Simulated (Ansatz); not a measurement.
This script makes relaxations under a series of pressures of Ga2Pt, space group Fm-3m with the Ansatz DFT code, driven from Python.

`ga2pt_compress.py`:
```python
import warnings

import ansatz as az
import numpy as np
import pandas as pd

def edges_and_angles(cell):
    cell = np.asarray(cell)
    a, b, c = np.linalg.norm(cell, axis=1)
    cosines = cell[1] @ cell[2] / (b * c), cell[0] @ cell[2] / (a * c), cell[0] @ cell[1] / (a * b)
    return (a, b, c, *np.degrees(np.arccos(cosines)))


def main() -> None:
    warnings.simplefilter("ignore", az.DeckWarning)

    ga2pt = (
        az.Lattice.from_parameters(4.179708, 4.179708, 4.179708, alpha=60.0, beta=60.0, gamma=60.0)
        .atom("Ga", [0.25, 0.25, 0.25])
        .atom("Ga", [0.75, 0.75, 0.75])
        .atom("Pt", [0.0, 0.0, 0.0])
    )

    calc = (
        ga2pt.calculation()
        .occupations("Gaussian", width=0.05)
        .pseudopotentials("paw", azcp={"folder": "soft_1"})
        .basis(550)
        .functional(az.Functional.LDA)
        .kpoints(length=32)
    )

    rows = []
    for pressure in [-2, 0, 2, 5, 10]:
        outcome = calc.relax(cell=True, pressure=pressure).run()
        cell = outcome.lattice.cell_ang
        n_atoms = len(outcome.lattice.sites)
        volume = abs(np.linalg.det(cell)) / n_atoms
        enthalpy = outcome.report["free_energy_ev"] / n_atoms + pressure * volume / 160.21766
        rows.append((pressure, volume, enthalpy, *edges_and_angles(cell)))
        print(f"{pressure} GPa done: {volume:.4f} A^3/atom")

    table = pd.DataFrame(rows, columns=["P_GPa", "V_A3_atom", "H_eV_atom", "a", "b", "c", "alpha", "beta", "gamma"])
    print(table.round(4).to_string(index=False))
    p, v = np.array([row[0] for row in rows], float), np.array([row[1] for row in rows])
    print("mean bulk modulus between rows (GPa):", np.round(-np.diff(p) / np.diff(np.log(v)), 1))


if __name__ == "__main__":
    main()
```

How far does the cell shrink over this series of pressures, and what bulk modulus does the first step imply?

The volume falls from 17.08 Å³ an atom at -2 GPa to 15.84 at 10 GPa, by 7.2 %. Between -2 and 0 GPa, -V dP/dV is about 134 GPa, a mean over that step.

The output:

`python ga2pt_compress.py` gives:
```text
-2 GPa done: 17.0773 A^3/atom
0 GPa done: 16.8234 A^3/atom
2 GPa done: 16.5962 A^3/atom
5 GPa done: 16.2907 A^3/atom
10 GPa done: 15.8421 A^3/atom
 P_GPa  V_A3_atom  H_eV_atom      a      b      c  alpha  beta  gamma
    -2    17.0773 -6554.2175 4.1689 4.1689 4.1689   60.0  60.0   60.0
     0    16.8234 -6554.0059 4.1481 4.1481 4.1481   60.0  60.0   60.0
     2    16.5962 -6553.7974 4.1294 4.1294 4.1294   60.0  60.0   60.0
     5    16.2907 -6553.4896 4.1039 4.1039 4.1039   60.0  60.0   60.0
    10    15.8421 -6552.9884 4.0658 4.0658 4.0658   60.0  60.0   60.0
mean bulk modulus between rows (GPa): [133.5 147.1 161.5 179.1]
```

What to keep in mind:
- Absolute energies stand on the zero of these potentials, so only differences at equal settings mean something.
- At a fixed pressure a relaxation lowers the enthalpy F + PV, while F alone can rise.
- For a metal this k-point mesh is coarse: on a finer one energies can move by several to tens of meV an atom and pressures by half a GPa or more, differences at one mesh by less.
- Edges and angles are those of the cell as typed, here a primitive one, not of the conventional cell.
- The PAW files read here were made with PBE, not with each functional that runs on them.
- Spin-orbit coupling, which matters for elements this heavy, is left out.
- The starting cell is as deposited in a crystallographic database; the results hold for this polymorph, which needn't be the stable one.
- Symmetry holds the cell in this phase, whether or not it is the stable one at each pressure.
- The script silences the warnings on its input, which a real study should read.
- It ran for 100 s on 1 thread of Intel(R) Xeon(R) Processor @ 2.30GHz (shared host), peak memory 0.61 GiB.
